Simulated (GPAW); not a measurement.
# Si2Mo in GPAW: the effect of functional

Si2Mo, a slab with vacuum:

```xyz
9
Lattice="3.2000 0.0000 0.0000 0.0000 3.2000 0.0000 0.0000 0.0000 25.4866" Properties=species:S:1:pos:R:3 pbc="T T T"
Si    0.0000    0.0000    7.5000
Mo    1.6000    1.6000    8.8128
Si    0.0000    0.0000   10.1256
Si    1.6000    1.6000   11.4305
Mo    0.0000    0.0000   12.7433
Si    1.6000    1.6000   14.0561
Si    0.0000    0.0000   15.3610
Mo    1.6000    1.6000   16.6738
Si    0.0000    0.0000   17.9866
```

The cell isn't the ideal one: the (0 0 1) slab of Si2Mo, cut from the database cell, not relaxed.

Alike in all runs:

| Property | Result |
| --- | --- |
| Program | GPAW 26.7.0 |
| Task | single point |
| Cutoff | 450 eV |
| Basis | pw |
| k mesh | 8 × 8 × 1 |
| Occupations | fermi-dirac, width 0.05 eV |
| Spin | no spin polarisation |

```tsv
functional	potentials or basis	largest force (eV/Å)	work function (eV)
LDA	the program's PAW data sets (release 1.2.1) made for this functional	?	?
PBE	GPAW PAW data sets (gpaw-data 1.2.1)	0.61	4.54
PBEsol	PAW data sets generated in the run's folder for this functional	0.86	4.58
RPBE	the program's PAW data sets (release 1.2.1) made for this functional	0.57	4.48
r2SCAN	GPAW PAW data sets (gpaw-data 1.2.1)	0.89	4.68
vdW-DF-cx	GPAW PAW data sets (gpaw-data 1.2.1)	0.61	4.67
BEEF-vdW	GPAW PAW data sets (gpaw-data 1.2.1)	0.53	4.82
revPBE	the program's PAW data sets (release 1.2.1) made for this functional	0.58	4.48
WC	PAW data sets generated in the run's folder for this functional	0.82	4.57
```

**Question.** What does the run with functional LDA give?

**Answer.** Largest force 1.06 eV/Å; work function 4.70 eV.

Caveats: the PAW data sets were made with another functional, which shifts forces and pressure a little (some runs).
